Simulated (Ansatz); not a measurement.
Working through a single point from an input typed as a dict of KHfSnSbO6, space group F-43m

Program: Ansatz's Python interface.

Notebook, run cell by cell (the value of a cell's last expression is shown):

```python
import warnings

import ansatz
import numpy as np

warnings.simplefilter("ignore", ansatz.DeckWarning)

settings = {
    "crystal": {
        "lattice": [
            [0.0, 4.077063, 4.077063],
            [4.077063, 0.0, 4.077063],
            [4.077063, 4.077063, 0.0],
        ],
        "atoms": [
            {"symbol": "K", "position": [0.75, 0.75, 0.75]},
            {"symbol": "Hf", "position": [0.0, 0.0, 0.0]},
            {"symbol": "Sn", "position": [0.25, 0.25, 0.25]},
            {"symbol": "Sb", "position": [0.5, 0.5, 0.5]},
            {"symbol": "O", "position": [0.745443, 0.254557, 0.254557]},
            {"symbol": "O", "position": [0.254557, 0.745443, 0.745443]},
            {"symbol": "O", "position": [0.745443, 0.745443, 0.254557]},
            {"symbol": "O", "position": [0.254557, 0.254557, 0.745443]},
            {"symbol": "O", "position": [0.254557, 0.745443, 0.254557]},
            {"symbol": "O", "position": [0.745443, 0.254557, 0.745443]},
        ],
    },
    "kpoints": {"mp_grid": {"kspacing": 0.4}},
    "hamiltonian": {"xc": "pbe"},
    "scf": {"occupations": {"method": "fixed"}},
    "basis": {"ecutwfc": "31 Ry"},
    "output": {"forces": True, "stress": True, "eigenvalues": True},
}
```

```python
out = ansatz.Session.from_dict(settings).plan().execute()
report = out.report
```

    

```python
report["free_energy_ev"]
```

    -33177.40515252656

```python
print(f"free energy      {report['free_energy_ev']:.5f} eV")
print(f"per atom         {report['free_energy_ev'] / len(out.lattice.sites):.5f} eV")
print(f"SCF iterations   {report['n_iterations']}  (converged: {report['converged']})")

# pressure is a third of the trace
sigma = report["stress_gpa"]
voigt = [sigma[0][0], sigma[1][1], sigma[2][2], sigma[1][2], sigma[0][2], sigma[0][1]]
print("stress xx yy zz yz xz xy (GPa, compression positive):", " ".join(f"{s:.3f}" for s in voigt))
print("P =", round(10 * float(np.mean(voigt[:3])), 2), "kbar")

fermi = report["fermi_energy_ev"]
print("levels less the Fermi level (eV) at the first k-points")
for k, levels in list(zip(report["kpoints_frac"], report["eigenvalues_ev"]))[:6]:
    print("k = ({:.3f}, {:.3f}, {:.3f})".format(*k))
    print("   ", " ".join(f"{e - fermi:.3f}" for e in levels))
```

    free energy      -33177.40515 eV
    per atom         -3317.74052 eV
    SCF iterations   7  (converged: True)
    stress xx yy zz yz xz xy (GPa, compression positive): 0.826 0.826 0.826 0.000 0.000 0.000
    P = 8.26 kbar
    levels less the Fermi level (eV) at the first k-points
    k = (0.000, 0.000, 0.000)
        -60.416 -29.244 -29.244 -29.244 -28.564 -28.564 -28.376 -28.376 -28.376 -27.255 -20.470 -20.470 -20.470 -20.460 -20.460 -18.264 -16.476 -16.476 -16.476 -16.113 -16.113 -10.912 -10.912 -10.912 -10.258 -10.258 -10.258 -10.258 -10.254 -10.254 -10.254 -8.590 -4.568 -4.568 -4.568 -4.442 -3.565 -3.565 -3.565 -3.062 -3.062 -1.082 -1.082 -1.082 -1.014 -1.014 -1.014 -0.047 -0.047 -0.047 3.494 5.316 5.316 5.316 5.952 5.952 5.952 7.876
    k = (0.000, 0.000, 0.250)
        -60.416 -29.247 -29.247 -29.246 -28.561 -28.561 -28.376 -28.376 -28.376 -27.253 -20.470 -20.469 -20.469 -20.459 -20.459 -18.096 -16.760 -16.683 -16.683 -15.896 -15.896 -10.884 -10.884 -10.822 -10.290 -10.257 -10.254 -10.254 -10.254 -10.249 -10.249 -8.079 -5.578 -4.862 -4.862 -4.488 -3.582 -3.582 -2.785 -2.387 -2.387 -1.489 -1.489 -1.224 -0.958 -0.918 -0.918 -0.340 -0.340 -0.198 3.997 4.582 5.350 5.350 5.655 5.692 5.692 8.092
    k = (0.000, 0.000, -0.500)
        -60.416 -29.249 -29.249 -29.248 -28.558 -28.558 -28.376 -28.376 -28.376 -27.250 -20.470 -20.467 -20.467 -20.457 -20.457 -17.817 -17.150 -16.811 -16.811 -15.757 -15.757 -10.856 -10.856 -10.729 -10.316 -10.255 -10.254 -10.254 -10.254 -10.239 -10.239 -7.409 -5.974 -5.166 -5.134 -5.134 -3.247 -3.247 -2.605 -2.226 -2.226 -1.593 -1.593 -0.977 -0.977 -0.742 -0.628 -0.615 -0.615 -0.441 2.963 5.071 5.255 5.255 5.635 5.635 5.637 8.184
    k = (0.000, 0.250, 0.250)
        -60.416 -29.249 -29.245 -29.245 -28.564 -28.560 -28.376 -28.376 -28.376 -27.252 -20.473 -20.466 -20.466 -20.459 -20.458 -18.096 -16.896 -16.512 -16.512 -16.108 -15.930 -10.860 -10.860 -10.821 -10.273 -10.256 -10.256 -10.256 -10.254 -10.254 -10.254 -8.150 -5.776 -5.012 -4.334 -4.334 -3.220 -3.220 -3.070 -2.835 -2.173 -1.479 -1.479 -1.268 -1.052 -1.041 -1.041 -0.576 -0.576 -0.061 3.895 4.692 5.011 5.011 5.420 5.931 5.931 7.598
    k = (0.000, 0.250, -0.500)
        -60.416 -29.248 -29.247 -29.246 -28.561 -28.561 -28.376 -28.376 -28.376 -27.250 -20.472 -20.465 -20.465 -20.458 -20.457 -17.946 -16.950 -16.708 -16.672 -15.975 -15.901 -10.832 -10.812 -10.748 -10.292 -10.256 -10.255 -10.254 -10.254 -10.252 -10.247 -7.900 -6.056 -4.827 -4.739 -4.475 -3.027 -2.995 -2.573 -2.264 -2.215 -2.046 -1.662 -1.379 -1.176 -1.156 -0.923 -0.896 -0.328 -0.273 3.453 4.146 4.569 4.924 5.607 5.981 6.037 8.711
    k = (0.000, 0.250, -0.250)
        -60.416 -29.249 -29.248 -29.245 -28.562 -28.558 -28.376 -28.376 -28.376 -27.250 -20.470 -20.467 -20.466 -20.458 -20.458 -17.933 -17.043 -16.811 -16.530 -16.040 -15.756 -10.856 -10.814 -10.772 -10.296 -10.260 -10.256 -10.255 -10.254 -10.253 -10.239 -7.752 -5.972 -5.185 -5.124 -4.117 -3.379 -2.915 -2.722 -2.479 -1.936 -1.864 -1.540 -1.394 -1.260 -0.836 -0.822 -0.599 -0.542 -0.405 3.862 4.306 4.626 5.224 5.711 5.789 5.856 7.846

```python
# forces in eV per angstrom
forces = np.array(report["forces_ev_ang"])
norms = np.linalg.norm(forces, axis=1)
print("largest force {:.4f} eV/A on atom {}".format(norms.max(), norms.argmax()))
print(np.array2string(forces, precision=4, suppress_small=True))
```

    largest force 0.1078 eV/A on atom 7
    [[ 0.      0.     -0.    ]
     [-0.      0.     -0.    ]
     [-0.      0.      0.    ]
     [-0.      0.     -0.    ]
     [ 0.1078 -0.     -0.    ]
     [-0.1078  0.      0.    ]
     [ 0.      0.     -0.1078]
     [ 0.     -0.      0.1078]
     [ 0.      0.1078 -0.    ]
     [ 0.     -0.1078  0.    ]]

Absolute energies stand on the zero of these potentials, so only differences at equal settings mean something. The run is spin-unpolarised. Under fixed occupations the level called the Fermi level is the highest filled one on the SCF mesh; off the mesh a filled band can lie a little above it. The structure comes from a database of computed cells and needn't be a stable or known phase. Gaps and levels are Kohn-Sham values on a finite set of k-points, without spin-orbit coupling. The whole script took 8.5 s on 1 thread of AMD EPYC 7R43 64-Core Processor (Zen 3), with other jobs on the host, peak memory 0.5 GiB.

(Lines on the test bed's own set-up are left out of the output.)
